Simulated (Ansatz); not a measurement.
# CoBr3 (ReO3 type): a single-point run

Aim: a sound single-point run of CoBr3 (ReO3 type). The structure is shown as the input types it.

Method: DFT PBE+U, scalar-relativistic, plane waves, PAW, in Ansatz 0.2.0.

4 further runs of the same task are left out: 4 that didn't finish. Runs told in other sessions of the task aren't counted.

### 1 The structure to begin with

The structure is cubic, space group Pm-3m (No. 221). The conventional cell has a = 5.119 Å, b = 5.119 Å, c = 5.119 Å, α = 90.00°, β = 90.00°, γ = 90.00°. Around Co (site symmetry m-3m) lie 6 Br at 2.56 Å. Br (site symmetry 4/mmm) is surrounded by 2 Co at 2.56 Å.

Structure file:

```xyz
4
Lattice="5.1188 0.0000 0.0000 0.0000 5.1188 0.0000 0.0000 0.0000 5.1188" Properties=species:S:1:pos:R:3 pbc="T T T"
Co    0.0000    0.0000    0.0000
Br    2.5594    0.0000    0.0000
Br    0.0000    0.0000    2.5594
Br    0.0000    2.5594    0.0000
```

### 2 Input and run

input.yaml

```yaml
crystal:
  lattic:
    - [5.1187898058, 0.0, 0.0]
    - [0.0, 5.1187898058, 0.0]
    - [0.0, 0.0, 5.1187898058]
  atoms:
    - { symbol: Co, position: [0.0, 0.0, 0.0], spin: 4.0 }
    - { symbol: Br, position: [0.5, 0.0, 0.0] }
    - { symbol: Br, position: [0.0, 0.0, 0.5] }
    - { symbol: Br, position: [0.0, 0.5, 0.0] }
basis:
  ecutwfc: 420
  ecutrho_ratio: 4
kpoints:
  mp_grid: { grid: [6, 6, 6] }
hamiltonian:
  xc: pbe
  hubbard: { sites: [{ species: Co, l: d, u_eff: 3.3 }] }
scf:
  occupations: { method: gaussian, width: 0.05 }
  max_iter: 75
output:
  forces: true
  stress: true
magnetization:
  spin_polarized: true
```

The run is started by

```
> ansatz run input.yaml --threads 2 --pin off --max-ram 2662MiB --backend cpu --events-out ev --progress --plain --runs-dir out
```

What happens when this is run?

Nothing was computed: the input was turned down at the start. Its message: «line 2 column 3: unknown field `lattic`, expected one of checkpoint, saddle_side, structure_sha256, lattice, periodic, ...»

One keyword is written wrongly, so the input can't be read.

The cure: spell the key as the program lists it.
